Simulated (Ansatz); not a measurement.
# Ba: the cost of one run

Method: DFT r2SCAN, scalar-relativistic, plane waves, PAW, in Ansatz 0.2.0.

2 further runs of the same task are left out: 1 that didn't finish, 1 set aside as unsound or not needed.

**1. The starting structure**

It takes space group P6_3/mmc (No. 194, hexagonal). Conventional cell: a = 2.531 Å, b = 2.531 Å, c = 4.130 Å, α = 90.00°, β = 90.00°, γ = 120.00°. Around Cu (site symmetry -6m2) lie 12 Cu at 2.53 Å.

As a file:

```cif
data_structure
_symmetry_space_group_name_H-M 'P6_3/mmc'
_symmetry_Int_Tables_number 194
_cell_length_a 2.5305
_cell_length_b 2.5305
_cell_length_c 4.1299
_cell_angle_alpha 90.000
_cell_angle_beta 90.000
_cell_angle_gamma 120.000
_cell_volume 22.90
loop_
_atom_site_label
_atom_site_type_symbol
_atom_site_symmetry_multiplicity
_atom_site_Wyckoff_symbol
_atom_site_fract_x
_atom_site_fract_y
_atom_site_fract_z
_atom_site_occupancy
Cu1 Cu 2 c 0.33333 0.66667 0.25000 1
```

It goes back to an entry of the Materials Project, which need not be the stable form.

This cell was relaxed beforehand with the same method: volume 11.45 Å³/atom, gap on the mesh none (metal).

**2. Swap Cu → Ba**

Ba starts from the relaxed positions of Cu, with all lengths scaled by 1.404, a guess from tabulated radii.

**3. Probe: one point at the start (Ba)**

input.yaml reads:

```yaml
crystal:
  lattice:
    - [3.5534980377, 0.0, 0.0]
    - [-1.7767490188, 3.0774195729, 0.0]
    - [0.0, 0.0, 5.7994142868]
  atoms:
    - { symbol: Ba, position: [0.3333333333, 0.6666666667, 0.25] }
    - { symbol: Ba, position: [0.6666666667, 0.3333333333, 0.75] }
basis:
  ecutwfc: 500
kpoints:
  mp_grid: { grid: [6, 6, 4] }
hamiltonian:
  xc: r2scan
scf:
  occupations: { method: gaussian, width: 0.1 }
output:
  forces: true
  stress: true
  eigenvalues: true
```

The run is started by

```sh
ansatz run input.yaml --threads 1 --pin off --max-ram 2560MiB --backend cpu --events-out ev --progress --plain --runs-dir out
```

Q: Estimate wall time and peak memory on 1 thread of AMD EPYC 7R43 (Zen 3), shared host.

About 3.1 s, with a peak of 0.5 GiB.
